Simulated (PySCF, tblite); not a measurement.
# C3H10Si3: geometry, infrared bands and NMR shifts

What infrared bands and NMR shifts should C3H10Si3 (`C#C[Si@@H](C)[SiH2][SiH3]`) show?

The runs use tblite 0.8.0 and PySCF 2.14.0, with density-fitted response routines of our own; the level of theory stands in each step. All values are computed, except where a source is named. Atoms are numbered from 0 throughout.

### Step 1. The molecule as given

16 atoms, charge 0, multiplicity 1; geometry from: force field or distance geometry start.

Bonds of the start (Å): C0–C1 1.21, C1–Si2 1.86, Si2–C3 1.87, Si2–Si4 2.30, Si4–Si5 2.28, C0–H6 1.06, Si2–H7 1.48, C3–H8 1.08, C3–H9 1.10, C3–H10 1.10, Si4–H11 1.49, Si4–H12 1.49, Si5–H13 1.49, Si5–H14 1.49, Si5–H15 1.48.

### Step 2. Geometry optimisation with GFN2-xTB

Job settings and geometry (Å):

```
{"job": {"kind": "relax", "xc": "GFN2-xTB", "basis": "xTB"}, "charge": 0, "multiplicity": 1}
C     -0.971200    -1.373100     2.562100
C     -0.829800    -1.105900     1.391300
Si    -0.570800    -0.711300    -0.409100
C     -2.198500    -0.515300    -1.305400
Si     0.595000     1.266700    -0.598000
Si     2.619300     0.884100     0.389400
H     -1.116100    -1.600800     3.590600
H      0.205700    -1.792600    -1.053600
H     -2.042900    -0.295500    -2.355200
H     -2.807400     0.277500    -0.857300
H     -2.784000    -1.448900    -1.241400
H     -0.143000     2.384200     0.054600
H      0.760100     1.621700    -2.035600
H      3.495900     2.087100     0.273200
H      2.459600     0.580200     1.838100
H      3.320400    -0.249100    -0.255300
```

Run with:

```console
$ OMP_NUM_THREADS=1 python probes_run.py task.json out
```

The driver reads the jobs from task.json and runs them one after another.

**Question.** This job is followed by: GFN2-xTB harmonic vibrations, gas phase; GIAO PBE0/pcSseg-1 NMR shielding, non-relativistic, gas phase. What will the session give for the following? strongest single infrared mode (GFN2-xTB); zero-point energy (GFN2-xTB); 13C shifts against TMS (PBE0/pcSseg-1); 1H shifts against TMS (PBE0/pcSseg-1, means over atoms taken as alike); 29Si shifts against TMS (PBE0/pcSseg-1).

As calculated:

| quantity | value |
| --- | --- |
| strongest single infrared mode (GFN2-xTB) | 785 cm⁻¹, 595 km/mol |
| zero-point energy (GFN2-xTB) | 64.9 kcal/mol |
| 13C shifts against TMS (PBE0/pcSseg-1) | 105.7, 88.7, -1.5 ppm |
| 1H shifts against TMS (PBE0/pcSseg-1, means over atoms taken as alike) | 4.68, 3.54, 3.40, 3.29, 2.00, 0.47 ppm |
| 29Si shifts against TMS (PBE0/pcSseg-1) | -64.9, -117.8, -125.1 ppm |

What this shows: The optimisation took 85 steps and gained 0.155 eV; among the close pairs (by a distance rule), Si2–C3 changed most, from 1.868 to 1.905 Å. All 42 modes are real, so the xTB geometry is a minimum. The strongest single mode, at 785 cm⁻¹, has its largest shares on H14, H13 and H15 (the list is cut at 3 atoms). GFN2-xTB is a fitted tight-binding method: band positions and strengths are rough. Its intensities can rank the bands wrongly. At PBE0/pcSseg-1: The widest tensor belongs to C1: span 292 ppm, with a paramagnetic part of -164 ppm.
